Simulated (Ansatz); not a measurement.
# CH5Ga + HBr: a complex and its separated parts

Aim: how far the complex at one end of a reaction step lies below its separated, relaxed parts, level by level.

Program: Ansatz 0.2.0, Gaussian basis. Level of theory: PBE0-D4/def2-TZVP structures, single points in def2-TZVPP, no counterpoise correction. These are calculated values, not measurements.

Levels: SPW92, PBE-D4, BLYP-D4, r2SCAN-D4, B97M-V, PBE0-D4, B3LYP-D4, r2SCAN0-D4, BHLYP-D4, CAM-B3LYP-D4, wB97X-V, wB97M-V, B2PLYP, PBE-QIDH, RPA on PBE, Hartree-Fock, MP2, CCSD, CCSD(T).

Correlated methods freeze the cores. Filled d shells of the heavier atoms are correlated. B3LYP uses VWN-RPA correlation. B2PLYP carries no dispersion term here.

94 further runs of the same task are left out: 94 set aside as unsound or not needed. Runs told in other sessions of the task aren't counted.

## Step 1: The starting structure

The complex: 9 atoms, charge 0, spin multiplicity 1.

Atoms are counted from 1 here; the program's logs count them from 0.

Bond lengths: Ga1–C2 1.978 Å, Ga1–H3 1.575 Å, Ga1–H4 1.575 Å, Ga1–Br6 2.928 Å, C2–H7 1.095 Å, C2–H8 1.092 Å, C2–H9 1.092 Å, H5–Br6 1.423 Å. Angles: C2–Ga1–H3 119.9°, C2–Ga1–H4 120.0°, C2–Ga1–Br6 92.8°, H3–Ga1–H4 119.1°, H3–Ga1–Br6 93.7°, H4–Ga1–Br6 93.7°, Ga1–C2–H7 109.1°, Ga1–C2–H8 111.9°, Ga1–C2–H9 111.9°, H7–C2–H8 107.2°, H7–C2–H9 107.2°, H8–C2–H9 109.3°, Ga1–Br6–H5 91.7°.

As a file:

```csv
atom,x (Å),y (Å),z (Å)
Ga1,-1.1094,0.2825,-0.0341
C2,0.7638,0.8888,-0.2228
H3,-1.9334,-0.1310,-1.3106
H4,-1.8633,0.4734,1.3351
H5,1.0705,-2.1371,0.4519
Br6,-0.3086,-2.4671,0.5754
H7,0.7720,1.9558,-0.4663
H8,1.2807,0.3694,-1.0327
H9,1.3278,0.7652,0.7042
```

Its parts: CH5Ga holds atoms 1, 2, 3, 4, 7, 8, 9; HBr holds atoms 5, 6. Each part counts its atoms afresh in its own runs.

## Step 2: Relaxing CH5Ga alone

relax-a/in.yaml reads:

```yaml
crystal:
  periodic: [false, false, false]
  atoms:
    - {symbol: Ga, position_ang: [-1.109353, 0.282511, -0.034079]}
    - {symbol: C, position_ang: [0.763763, 0.888780, -0.222833]}
    - {symbol: H, position_ang: [-1.933355, -0.131034, -1.310640]}
    - {symbol: H, position_ang: [-1.863337, 0.473420, 1.335059]}
    - {symbol: H, position_ang: [0.771960, 1.955848, -0.466256]}
    - {symbol: H, position_ang: [1.280653, 0.369446, -1.032748]}
    - {symbol: H, position_ang: [1.327821, 0.765194, 0.704167]}
basis:
  gaussian: {orbitals: def2-TZVP}
hamiltonian: {xc: pbe0, dispersion: d4}
relax: {f_tol: 0.005, max_steps: 200}
```

Command:

```console
ansatz run in.yaml --threads 4 --pin off --events-out ev --progress --plain --max-ram 9574MiB
```

After this run come: Relaxing HBr alone; SPW92/def2-TZVPP; PBE-D4/def2-TZVPP; BLYP-D4/def2-TZVPP; r2SCAN-D4/def2-TZVPP; B97M-V/def2-TZVPP; PBE0-D4/def2-TZVPP; B3LYP-D4/def2-TZVPP; r2SCAN0-D4/def2-TZVPP; BHLYP-D4/def2-TZVPP; CAM-B3LYP-D4/def2-TZVPP; wB97X-V/def2-TZVPP; wB97M-V/def2-TZVPP; B2PLYP/def2-TZVPP; PBE-QIDH/def2-TZVPP; RPA on PBE/def2-TZVPP; CCSD(T)/def2-TZVPP; Vibrations of CH5Ga; Vibrations of HBr.

What does the calculation give? Wanted: complex less parts, CCSD(T)/def2-TZVPP; with zero-point energy; largest T1 diagnostic.

**Answer**, as computed:

| quantity | value |
| --- | --- |
| complex less parts, CCSD(T)/def2-TZVPP | -5.2 kcal/mol |
| with zero-point energy | -3.9 kcal/mol |
| largest T1 diagnostic | 0.012 |

At CCSD(T) the complex lies 5.2 kcal/mol below its parts. wB97M-V is the best functional here (0.0 kcal/mol from CCSD(T)); SPW92 is the worst (-3.7 kcal/mol). Mean unsigned error by rung: LDA 3.7, GGA 0.6, meta-GGA 0.3, hybrid 0.3, range-separated hybrid 0.4, double hybrid 1.1 kcal/mol. The double hybrids carry no dispersion term here, unlike the levels marked D4 or V. PBE-D4 gives a relative energy 0.5 kcal/mol too low, inside chemical accuracy (1 kcal/mol). The complex's frequency run has imaginary modes: the structure is no minimum, so both the energy and the zero-point correction are in doubt. No counterpoise was applied, and triple zeta lacks some correlation, so the CCSD(T) reference has a basis error of its own, and close matches with it are partly luck.
